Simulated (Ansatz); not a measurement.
# C6H3FZr: the cost of one run

The runs use Ansatz 0.2.0, Gaussian basis; the settings change from run to run.

## Step 1: The relaxed structure

The geometry comes from an earlier relaxation with PBE0-D4 in a triple-zeta def2 set; it is a stationary point, not always the lowest conformer. Zr takes a core potential in def2 sets; no spin-orbit term is included.

SMILES `C#[C][Zr]([F])([C]#C)[C]#C`, 11 atoms, charge 0, spin multiplicity 1.

Atoms are counted from 1 here; the program's logs count them from 0.

Bond lengths: C1–C2 1.216 Å, C1–H9 1.067 Å, C2–Zr3 2.171 Å, Zr3–F4 1.883 Å, Zr3–C5 2.171 Å, Zr3–C7 2.171 Å, C5–C6 1.216 Å, C6–H10 1.067 Å, C7–C8 1.216 Å, C8–H11 1.067 Å. Angles: C2–C1–H9 179.9°, C1–C2–Zr3 179.4°, C2–Zr3–F4 109.5°, C2–Zr3–C5 109.4°, C2–Zr3–C7 109.4°, F4–Zr3–C5 109.5°, F4–Zr3–C7 109.5°, C5–Zr3–C7 109.5°, Zr3–C5–C6 179.4°, C5–C6–H10 179.9°, Zr3–C7–C8 179.4°, C7–C8–H11 179.9°.

## Step 2: r2SCANh/cc-pVTZ-DK

This run has charge +1, multiplicity 2, atoms shaken by 0.03 Å, D4 dispersion, the search for lower states set to light.

Contents of in.yaml:

```yaml
crystal:
  periodic: [false, false, false]
  atoms:
    - {symbol: C, position_ang: [-0.565904, 0.251492, 3.156782]}
    - {symbol: C, position_ang: [-0.642532, 0.237661, 1.928162]}
    - {symbol: Zr, position_ang: [-0.743579, 0.152022, -0.193327]}
    - {symbol: F, position_ang: [-2.420595, 0.470679, -0.779916]}
    - {symbol: C, position_ang: [0.633563, 1.620452, -1.112473]}
    - {symbol: C, position_ang: [1.411227, 2.480686, -1.499700]}
    - {symbol: C, position_ang: [-0.115446, -1.825849, -0.888145]}
    - {symbol: C, position_ang: [0.234868, -2.968325, -1.233322]}
    - {symbol: H, position_ang: [-0.515574, 0.288013, 4.183420]}
    - {symbol: H, position_ang: [2.098375, 3.209696, -1.843524]}
    - {symbol: H, position_ang: [0.496984, -3.865056, -1.607623]}
basis:
  gaussian: {orbitals: cc-pVTZ-DK}
total_charge: 1
magnetization: {spin_polarized: true, initial_magnetization: 1}
hamiltonian: {xc: {name: r2SCANh}, dispersion: d4}
scf: {lower_state_search: light}
output: {forces: true}
```

The run is started by

```sh
$ ansatz run in.yaml --threads 4 --pin off --events-out ev --progress --plain --max-ram 11315MiB
```

Q: Estimate wall time and peak memory on 4 threads of Arm Neoverse V2, shared host.

About 3.1 min, with a peak of 2.6 GiB.
